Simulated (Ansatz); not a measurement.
# FH2NOSW: small, medium and large basis sets

How large a basis does FH2NOSW need? Two functionals are run in growing sets.

The runs use Ansatz 0.2.0, Gaussian basis; one geometry, several basis sets.

Levels to be run: PBE0-D4/def2-SVP; ωB97M-V/def2-SVP; PBE0-D4/def2-QZVPP; ωB97M-V/def2-QZVPP; the functionals' def2-TZVPP values are taken from earlier runs.

## Step 1: The relaxed structure

All runs share one geometry, relaxed beforehand with PBE0-D4 in a triple-zeta def2 set. W takes the def2 core potential; no spin-orbit term is included.

SMILES `[NH2][W](=[O])([F])=[S]`, 7 atoms, charge 0, spin multiplicity 1.

Atoms are counted from 1 here; the program's logs count them from 0.

Bond lengths: N1–W2 1.920 Å, N1–H6 1.010 Å, N1–H7 1.009 Å, W2–O3 1.695 Å, W2–F4 1.860 Å, W2–S5 2.133 Å. Angles: W2–N1–H6 122.5°, W2–N1–H7 124.3°, H6–N1–H7 111.8°, N1–W2–O3 106.8°, N1–W2–F4 110.8°, N1–W2–S5 108.1°, O3–W2–F4 109.8°, O3–W2–S5 110.9°, F4–W2–S5 110.4°.

## Step 2: PBE0-D4 in def2-SVP

in.yaml

```yaml
crystal:
  periodic: [false, false, false]
  atoms:
    - {symbol: N, position_ang: [-0.508169, 0.942671, -0.520730]}
    - {symbol: W, position_ang: [0.319662, -0.628324, 0.209779]}
    - {symbol: O, position_ang: [-0.886294, -1.815271, 0.311740]}
    - {symbol: F, position_ang: [1.696131, -1.223333, -0.890918]}
    - {symbol: S, position_ang: [1.073182, -0.141661, 2.145331]}
    - {symbol: H, position_ang: [-1.381622, 0.910601, -1.026849]}
    - {symbol: H, position_ang: [-0.251789, 1.887317, -0.274052]}
basis:
  gaussian: {orbitals: def2-SVP}
hamiltonian: {xc: pbe0, dispersion: d4}
output: {orbitals: {seedname: orbitals}}
```

Started as:

```
ansatz run in.yaml --threads 2 --pin off --events-out ev --progress --plain --max-ram 31744MiB --backend cpu
```

The runs that follow: ωB97M-V in def2-SVP; PBE0-D4 in def2-QZVPP; ωB97M-V in def2-QZVPP.

Q: Predict the results of all the runs planned. Wanted: PBE0-D4: double and triple zeta above quadruple; ωB97M-V: double and triple zeta above quadruple.

The runs gave:

```
                                       quantity           value
PBE0-D4: double and triple zeta above quadruple  12.84, 0.69 eV
ωB97M-V: double and triple zeta above quadruple  12.99, 0.65 eV
```

For PBE0-D4 the step from double to triple zeta gains 12.15 eV and the next only 0.69 eV. Total energies overstate the basis error of differences, where much of it tends to cancel.
